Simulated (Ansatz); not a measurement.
The system is TaVN2.

```
Ta V N
1.0
     3.04987    0.00000    0.00000
     0.00000    3.04987    0.00000
     0.00000    0.00000    4.29606
Ta V N
1 1 2
Cartesian
  0.0000 0.0000 0.0000
  1.5249 1.5249 2.1480
  1.5249 1.5249 0.0000
  0.0000 0.0000 2.1480
```

The cell comes from a database or a generator and needn't be the stable form of this composition.

Base run:

* Program: Ansatz 0.2.0
* Functional: PBEsol
* Potentials or basis: Ansatz PAW
* Cutoff: 420 eV (not typed: the program's choice for these potentials)
* k mesh: 7 × 7 × 5
* Occupations: fermi-dirac, width 0.05 eV
* Spin: collinear spin, ferromagnetic start
* Starting moments: [0.0, 1.5, 0.0, 0.0] μB
* Fixed moment: 1.5 μB

Its results: pressure -8.8 GPa; site moments Ta +0.00; V +1.13; N +0.04 μB.

Question: After a change of settings the same cell gave: pressure 9.1 GPa; site moments Ta +0.46; V +1.97; N +0.18, +0.17 μB. Which change was it?
A. fixed moment from 1.5 μB to 3 μB; moments at the start from [0.0, 1.5, 0.0, 0.0] to [0.0, 3.0, 0.0, 0.0]
B. fixed moment from 1.5 μB to 4 μB; moments at the start from [0.0, 1.5, 0.0, 0.0] to [0.0, 4.0, 0.0, 0.0]
C. fixed moment from 1.5 μB to 2.5 μB; moments at the start from [0.0, 1.5, 0.0, 0.0] to [0.0, 2.5, 0.0, 0.0]
D. fixed moment from 1.5 μB to 0.5 μB; moments at the start from [0.0, 1.5, 0.0, 0.0] to [0.0, 0.5, 0.0, 0.0]

Answer: B.

Caveats: the total moment is fixed, so each spin has its own Fermi level; the PAW data sets come from PBE, with cores solved anew for the run's functional, which leaves a small shift of forces and pressure; the thresholds are loose for stress.

Runs at the PBE level aren't shown here.
